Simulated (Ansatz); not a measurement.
# CH₄OTe: functionals against CCSD(T) at one geometry

The atoms stand at a structure displaced at random from a GFN2-xTB minimum. How far do the functionals agree with CCSD(T) there?

The runs use Ansatz 0.2.0, Gaussian basis; single points in def2-TZVPP.

Correlated methods freeze the cores. Filled d shells of the heavier atoms are correlated. Core potentials replace the inner electrons past krypton, and spin-orbit coupling is left out. B3LYP uses VWN-RPA correlation.

## (1) Where the work starts

SMILES `C[Te]O`, 7 atoms, charge 0, spin multiplicity 1.

Atoms are counted from 1 here; the program's logs count them from 0.

Bond lengths: C1–Te2 2.076 Å, C1–H4 1.164 Å, C1–H5 1.077 Å, C1–H6 1.120 Å, Te2–O3 2.043 Å, O3–H7 0.718 Å. Angles: Te2–C1–H4 98.7°, Te2–C1–H5 98.8°, Te2–C1–H6 108.9°, H4–C1–H5 92.1°, H4–C1–H6 122.2°, H5–C1–H6 130.2°, C1–Te2–O3 94.1°, Te2–O3–H7 111.3°.

Coordinates:

```xyz
7

C    -0.6141    0.8981   -0.0817
Te    0.7496   -0.1824   -1.2136
O     1.5090   -1.1906    0.3928
H    -1.3598    0.0380    0.1635
H    -1.2378    1.2638   -0.8793
H    -0.0610    1.4547    0.7170
H     1.3237   -1.8840    0.3771
```

## (2) CCSD(T)/def2-TZVPP

run/in.yaml reads:

```yaml
crystal:
  periodic: [false, false, false]
  atoms:
    - {symbol: C, position_ang: [-0.614100, 0.898100, -0.081700]}
    - {symbol: Te, position_ang: [0.749600, -0.182400, -1.213600]}
    - {symbol: O, position_ang: [1.509000, -1.190600, 0.392800]}
    - {symbol: H, position_ang: [-1.359800, 0.038000, 0.163500]}
    - {symbol: H, position_ang: [-1.237800, 1.263800, -0.879300]}
    - {symbol: H, position_ang: [-0.061000, 1.454700, 0.717000]}
    - {symbol: H, position_ang: [1.323700, -1.884000, 0.377100]}
basis:
  gaussian: {orbitals: def2-TZVPP}
correlation: {method: ccsd_t}
output: {forces: true}
```

The command line of these runs was not kept.

## (3) PBE0-D4/def2-TZVPP

Changes to run/in.yaml since step 2:

```diff
@@ -12,3 +12,3 @@
   gaussian: {orbitals: def2-TZVPP}
-correlation: {method: ccsd_t}
-output: {forces: true}
+hamiltonian: {xc: pbe0, dispersion: d4}
+output: {forces: true, orbitals: {seedname: orbitals}}
```

## (4) wB97M-V/def2-TZVPP

Changes to run/in.yaml since step 3:

```diff
@@ -12,3 +12,3 @@
   gaussian: {orbitals: def2-TZVPP}
-hamiltonian: {xc: pbe0, dispersion: d4}
-output: {forces: true, orbitals: {seedname: orbitals}}
+hamiltonian: {xc: {name: wB97M-V}}
+output: {forces: true}
```

## (5) r2SCAN-D4/def2-TZVPP

Changes to run/in.yaml since step 4:

```diff
@@ -12,3 +12,3 @@
   gaussian: {orbitals: def2-TZVPP}
-hamiltonian: {xc: {name: wB97M-V}}
+hamiltonian: {xc: r2scan, dispersion: d4}
 output: {forces: true}
```

## (6) PBE-D4/def2-TZVPP

Changes to run/in.yaml since step 5:

```diff
@@ -12,3 +12,3 @@
   gaussian: {orbitals: def2-TZVPP}
-hamiltonian: {xc: r2scan, dispersion: d4}
+hamiltonian: {xc: pbe, dispersion: d4}
 output: {forces: true}
```

## (7) B3LYP-D4/def2-TZVPP

Changes to run/in.yaml since step 6:

```diff
@@ -12,3 +12,3 @@
   gaussian: {orbitals: def2-TZVPP}
-hamiltonian: {xc: pbe, dispersion: d4}
+hamiltonian: {xc: {name: B3LYP}, dispersion: d4}
 output: {forces: true}
```

## (8) CAM-B3LYP-D4/def2-TZVPP

Changes to run/in.yaml since step 7:

```diff
@@ -12,3 +12,3 @@
   gaussian: {orbitals: def2-TZVPP}
-hamiltonian: {xc: {name: B3LYP}, dispersion: d4}
+hamiltonian: {xc: {name: CAM-B3LYP}, dispersion: d4}
 output: {forces: true}
```

(Steps that only read results are left out.)

Q: Predict the outcome of this session. Wanted: energy less free atoms, CCSD(T)/def2-TZVPP; RMS force component; RMS force error; HOMO and LUMO, PBE0-D4; T1 diagnostic.

As calculated:

| quantity | value |
| --- | --- |
| energy less free atoms, CCSD(T)/def2-TZVPP | -19.327 eV |
| RMS force component | 9.930 to 10.093 eV/Å over the methods |
| RMS force error | PBE0-D4 0.044, wB97M-V 0.082, r2SCAN-D4 0.079, PBE-D4 0.219, B3LYP-D4 0.154, CAM-B3LYP-D4 0.098 eV/Å |
| HOMO and LUMO, PBE0-D4 | -6.00 and -1.62 eV |
| T1 diagnostic | 0.012 |

In words: Against CCSD(T) the functionals' energies less atoms differ by -1.185 to -0.547 eV, PBE-D4 by -1.185 eV. The reference is not at the basis limit: in triple zeta CCSD(T) underbinds, which counts against methods that bind more; the gaps are no ranking. The forces of PBE0-D4 come nearest to CCSD(T), those of PBE-D4 are farthest. Frozen-core CCSD(T) forces in triple zeta carry basis errors of their own, and this is one geometry, so small gaps rank nothing.
